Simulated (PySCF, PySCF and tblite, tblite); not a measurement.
# C8H10O: a path driven as rotation about a bond, and NMR exchange, part 2 of 2

PySCF and tblite. Atoms count from 0. Earlier steps stand in the parts before.

## Step 7: Shieldings, saddle of leg 1: PBE0/pcSseg-1

The job: settings as JSON, then the geometry in Å.

```
{"job": {"kind": "nmr", "xc": "PBE0", "basis": "pcSseg-1", "pop": false}, "charge": 0, "multiplicity": 1}
C     -2.948206    -0.182066     0.313235
O     -1.933117    -0.431325    -0.620862
C     -0.623025    -0.129127    -0.174827
C      0.051049     0.858082    -1.081951
C      1.211228     1.437767    -0.753300
C      2.019942     1.074061     0.375196
C      2.147763    -0.183947     0.852475
C      1.492889    -1.334651     0.298562
C      0.273341    -1.330183    -0.251660
H     -2.990376     0.878190     0.592373
H     -2.818979    -0.783119     1.222007
H     -3.882722    -0.461952    -0.170805
H     -0.635751     0.260289     0.854832
H     -0.462129     1.080960    -2.004982
H      1.604175     2.224195    -1.384703
H      2.669330     1.845255     0.770201
H      2.894934    -0.375025     1.612541
H      2.059419    -2.256775     0.315352
H     -0.129765    -2.190627    -0.763682
```

Log:

```text
coarse grid: 15976 points
cycle   1  E = -385.3830904892  dE =  1.435e+00  |g| = 5.808e-01  |ddm| = 4.043e+00
cycle   2  E = -385.3464295493  dE =  3.666e-02  |g| = 7.554e-01  |ddm| = 1.284e+00
cycle   3  E = -385.4535203849  dE = -1.071e-01  |g| = 9.395e-02  |ddm| = 8.113e-01
cycle   4  E = -385.4550064849  dE = -1.486e-03  |g| = 3.684e-02  |ddm| = 1.084e-01
cycle   5  E = -385.4553001353  dE = -2.937e-04  |g| = 1.210e-02  |ddm| = 4.747e-02
cycle   6  E = -385.4553309187  dE = -3.078e-05  |g| = 5.891e-03  |ddm| = 1.651e-02
cycle   7  E = -385.4553400383  dE = -9.120e-06  |g| = 4.357e-04  |ddm| = 5.892e-03
final grid: 154592 points
cycle   8  E = -385.5209531922  dE = -4.656e-05  |g| = 1.162e-02  |ddm| = 4.112e-02
cycle   9  E = -385.5209323060  dE =  2.089e-05  |g| = 1.603e-02  |ddm| = 2.270e-02
cycle  10  E = -385.5209808225  dE = -4.852e-05  |g| = 1.553e-03  |ddm| = 1.440e-02
cycle  11  E = -385.5209813361  dE = -5.136e-07  |g| = 2.156e-04  |ddm| = 1.770e-03
cycle  12  E = -385.5209813456  dE = -9.494e-09  |g| = 4.553e-05  |ddm| = 3.062e-04
cycle  13  E = -385.5209813458  dE = -1.813e-10  |g| = 3.532e-05  |ddm| = 8.023e-05
cycle  14  E = -385.5209813461  dE = -3.295e-10  |g| = 4.915e-06  |ddm| = 3.475e-05
converged SCF energy = -385.5209813461

GIAO shielding tensors (ppm)
atom      isotropic    diamagn.    paramagn.     s11        s22        s33       span
  0 C      125.740     243.467    -117.727     92.013    102.211    182.996     90.983
  1 O      308.096     397.387     -89.291    272.748    274.720    376.819    104.071
  2 C      102.748     246.204    -143.456     80.221     93.276    134.748     54.527
  3 C       55.734     255.315    -199.581    -15.182     37.927    144.457    159.638
  4 C       60.907     254.991    -194.083    -43.417     60.502    165.638    209.056
  5 C       49.628     254.569    -204.941    -63.853     47.131    165.605    229.458
  6 C       49.629     254.574    -204.945    -63.852     47.135    165.605    229.457
  7 C       60.901     254.992    -194.091    -43.429     60.492    165.639    209.067
  8 C       55.725     255.322    -199.596    -15.181     37.918    144.439    159.620
  9 H       28.208      29.336      -1.127     23.891     25.970     34.763     10.872
 10 H       28.210      29.340      -1.130     23.894     25.974     34.763     10.869
 11 H       27.825      27.630       0.195     24.008     24.946     34.522     10.514
 12 H       29.380      33.522      -4.142     24.470     28.571     35.099     10.628
 13 H       26.247      32.471      -6.224     21.963     27.426     29.353      7.389
 14 H       25.318      29.956      -4.638     22.063     25.715     28.175      6.113
 15 H       24.643      29.549      -4.906     21.536     25.359     27.034      5.497
 16 H       24.643      29.550      -4.907     21.536     25.359     27.034      5.497
 17 H       25.317      29.958      -4.640     22.063     25.714     28.176      6.113
 18 H       26.248      32.472      -6.225     21.965     27.425     29.353      7.388
```

Run time: 35 s. Hardware: 1 thread of Arm Neoverse V2, shared host; peak memory 0.97 GiB.

In short: HOMO -6.64 eV, LUMO -0.86 eV; dipole 1.05 D.

The fields below are evaluated on a grid from the run's orbitals.

Frontier orbitals at PBE0/pcSseg-1, with the share of their density that lies nearest to each atom:

| orbital | energy (eV) | lies on |
| --- | --- | --- |
| HOMO | -6.64 | 4 C atoms about 17 % each |
| LUMO | -0.86 | 4 C atoms about 17 % each |

ELF in a plane through or near 7 of the atoms.

Values, 10 rows by 14 columns:
```
0.00 0.00 0.00 0.00 0.00 0.00 0.00 0.00 0.00 0.00 0.00 0.00 0.00 0.00
0.00 0.00 0.00 0.00 0.00 0.04 0.00 0.00 0.00 0.00 0.00 0.00 0.00 0.00
0.00 0.00 0.00 0.00 0.94 1.00 0.17 0.11 0.05 0.00 0.00 0.00 0.00 0.00
0.00 0.00 0.00 0.01 0.32 0.86 0.73 0.70 0.19 0.01 0.00 0.00 0.00 0.00
0.00 0.00 0.00 0.16 0.39 0.64 0.78 0.79 0.20 0.83 0.07 0.84 0.10 0.00
0.00 0.00 0.00 0.27 0.43 0.11 0.14 0.76 0.65 0.41 0.23 0.99 0.52 0.00
0.00 0.00 0.00 0.04 0.19 0.40 0.90 0.37 0.09 0.30 0.01 0.06 0.00 0.00
0.00 0.00 0.00 0.00 0.86 1.00 0.29 0.42 0.15 0.00 0.00 0.00 0.00 0.00
0.00 0.00 0.00 0.00 0.46 0.90 0.04 0.01 0.00 0.00 0.00 0.00 0.00 0.00
0.00 0.00 0.00 0.00 0.00 0.00 0.00 0.00 0.00 0.00 0.00 0.00 0.00 0.00
```
The map spans 13.0 Å across and 10.0 Å up, centred on the molecule. Atoms in the plane (x, y in Å): O1 (2.0, 0.0), C3 (-0.1, -1.2), C4 (-1.3, -1.5), C7 (-1.3, 1.5), C8 (-0.1, 1.2), H14 (-1.8, -2.4), H17 (-1.8, 2.4).

log10 of the density (e/Å³) in the same plane.

Values, 10 rows by 14 columns:
```
-4.0 -4.0 -4.0 -4.0 -4.0 -4.0 -4.0 -4.0 -4.0 -4.0 -4.0 -4.0 -4.0 -4.0
-4.0 -4.0 -4.0 -4.0 -3.0 -2.6 -3.0 -3.5 -4.0 -4.0 -4.0 -4.0 -4.0 -4.0
-4.0 -4.0 -4.0 -3.0 -1.3 -0.4 -1.2 -1.7 -2.2 -3.4 -4.0 -4.0 -4.0 -4.0
-4.0 -4.0 -3.8 -2.4 -1.0  0.2  0.0 -0.2 -1.2 -2.0 -2.5 -2.8 -3.7 -4.0
-4.0 -4.0 -3.3 -1.9 -0.9 -0.3  0.0  0.2 -0.5 -0.1 -1.1 -1.3 -2.5 -4.0
-4.0 -4.0 -3.2 -1.8 -0.9 -0.9 -0.7  0.2  0.1  0.9 -0.6 -0.7 -2.1 -4.0
-4.0 -4.0 -3.5 -2.1 -1.0  0.1  0.3  0.2 -1.0 -1.2 -1.9 -2.2 -3.1 -4.0
-4.0 -4.0 -4.0 -2.7 -1.0  0.3 -0.7 -1.0 -1.7 -3.0 -3.3 -3.6 -4.0 -4.0
-4.0 -4.0 -4.0 -3.5 -2.0 -1.5 -2.0 -2.5 -3.0 -4.0 -4.0 -4.0 -4.0 -4.0
-4.0 -4.0 -4.0 -4.0 -3.7 -3.4 -3.7 -4.0 -4.0 -4.0 -4.0 -4.0 -4.0 -4.0
```
The map spans 13.0 Å across and 10.0 Å up, centred on the molecule. Atoms in the plane (x, y in Å): O1 (2.0, 0.0), C3 (-0.1, -1.2), C4 (-1.3, -1.5), C7 (-1.3, 1.5), C8 (-0.1, 1.2), H14 (-1.8, -2.4), H17 (-1.8, 2.4).

On the surface of density 0.002 e/bohr³ the electrostatic potential runs, from the 1st to the 99th percentile, from -1.36 V near O1 to 0.75 V near H16.

## Step 8: The path in numbers

The job: settings as JSON, then the geometry in Å.

```
{"job": {"smiles": "COC1C=CC=CC=C1", "charge": 0, "mult": 1, "motion": "rotation", "what": "single bond", "atoms": [2, 1], "drives": [{"terms": [["t", [3, 2, 1, 0], 0.3333333333333333], ["t", [8, 2, 1, 0], 0.3333333333333333], ["t", [12, 2, 1, 0], 0.3333333333333333]], "by": -120, "n": 8}], "study": "path", "level": {"kind": "nmr", "xc": "PBE0", "basis": "pcSseg-1"}, "fields": [90, 300, 700], "first": 0, "seed": 239, "kind": "path"}, "charge": 0, "multiplicity": 1}
C     -2.915389     0.049753     0.148508
O     -1.904558    -0.813518    -0.300484
C     -0.604576    -0.368314     0.012448
C     -0.126143     0.759674    -0.856355
C      0.997178     1.430346    -0.575692
C      1.941379     1.054857     0.437352
C      2.239771    -0.221765     0.767529
C      1.648356    -1.379374     0.160111
C      0.384692    -1.452594    -0.274613
H     -2.834816     1.044886    -0.304773
H     -2.883885     0.160835     1.240370
H     -3.860931    -0.404382    -0.141810
H     -0.543707    -0.071920     1.076338
H     -0.732381     0.999431    -1.717833
H      1.252177     2.303522    -1.162635
H      2.548086     1.851208     0.849809
H      3.074807    -0.401138     1.433079
H      2.299500    -2.233940     0.031109
H      0.010638    -2.298317    -0.829921
```

Log:

```text
stationary points (kcal/mol above the start)
  n  kind          group   xTB      DFT    lowest mode
  0  minimum      C1       0.00     0.00     101.5
  1  saddle       Cs       1.45     1.55     -85.3
  2  minimum      C1       0.00     0.00     101.1

GFN2-xTB energies: T/K, barrier G, reaction G (kcal/mol), k forward, k back (1/s)
 150.00     1.45    -0.00   2.38e+10   2.35e+10
 200.00     1.55    -0.00   8.41e+10   8.33e+10
 250.00     1.67    -0.00   1.82e+11    1.8e+11
 298.15     1.79    -0.01   3.02e+11   2.99e+11
 350.00     1.94    -0.01   4.49e+11   4.45e+11
 400.00     2.09    -0.01      6e+11   5.95e+11
 500.00     2.42    -0.01   9.08e+11   9.01e+11

PBE0/pcSseg-1 + D3(BJ) energies: T/K, barrier G, reaction G (kcal/mol), k forward, k back (1/s)
 150.00     1.55    -0.00    1.7e+10   1.68e+10
 200.00     1.65    -0.00   6.55e+10   6.48e+10
 250.00     1.77    -0.01   1.49e+11   1.47e+11
 298.15     1.89    -0.01   2.56e+11   2.53e+11
 350.00     2.04    -0.01    3.9e+11   3.86e+11
 400.00     2.19    -0.01    5.3e+11   5.25e+11
 500.00     2.52    -0.01   8.21e+11   8.15e+11
```

Wall time 72 s (1 thread of Arm Neoverse V2, shared host); peak memory 1 GiB. This counts the whole study up to here.

Barriers by level (kcal/mol; entropies in cal/(mol K)). Zero-point and thermal terms come from xTB in every row. ΔG‡ leaves symmetry out; the rate counts one path; effective ΔG‡, where given, is the barrier that would give that rate by Eyring's equation alone:

| level | ΔE‡ | with zero-point | ΔH‡ | ΔS‡ | ΔG‡ (298 K) | ΔE of reaction | k at 298 K (1/s) | effective ΔG‡ |
| --- | --- | --- | --- | --- | --- | --- | --- | --- |
| GFN2-xTB | 1.45 | 1.32 | 0.87 | -3.1 | 1.79 | 0.00 | 3e+11 | 1.79 |
| PBE0/pcSseg-1 + D3(BJ) | 1.55 | 1.42 | 0.97 | -3.1 | 1.89 | 0.00 | 2.6e+11 | 1.89 |

Sites that the driver pairs across this motion, and where their lines would merge (no couplings; faster rotations or exchange between molecules can average them sooner):

| nucleus | sites: shielding (ppm) | proton frequency (MHz) | spread (Hz) | coalescence (K) | lines at 298 K |
| --- | --- | --- | --- | --- | --- |
| ¹³C | C4: 59.2; C7: 61.3 | 700 | 374 | below 40 | 1 |
| ¹³C | C5: 49.9; C6: 49.4 | 700 | 87 | below 40 | 1 |
| ¹³C | C3: 56.5; C8: 57.0 | 700 | 85 | below 40 | 1 |
| ¹H | H14: 25.25; H17: 25.31 | 700 | 43 | below 40 | 1 |
| ¹H | H13: 26.22; H18: 26.18 | 700 | 30 | below 40 | 1 |

## Step 9: Outcome

This closing draws on all 2 parts.

| quantity | value |
| --- | --- |
| barrier (PBE0/pcSseg-1 + D3(BJ)) | ΔE‡ 1.6, ΔG‡(298 K) 1.9 kcal/mol |
| barrier (GFN2-xTB) | ΔE‡ 1.4 kcal/mol |
| rate at 298 K | 2.6e+11 s⁻¹ |
| end of the path | the start, renumbered or mirrored |

In words: DFT puts the top 1.6 kcal/mol above the start (xTB: 1.4); the rate from the DFT barrier is 2.6e+11 s⁻¹ at 298 K. An error of 1.4 kcal/mol changes that rate tenfold.
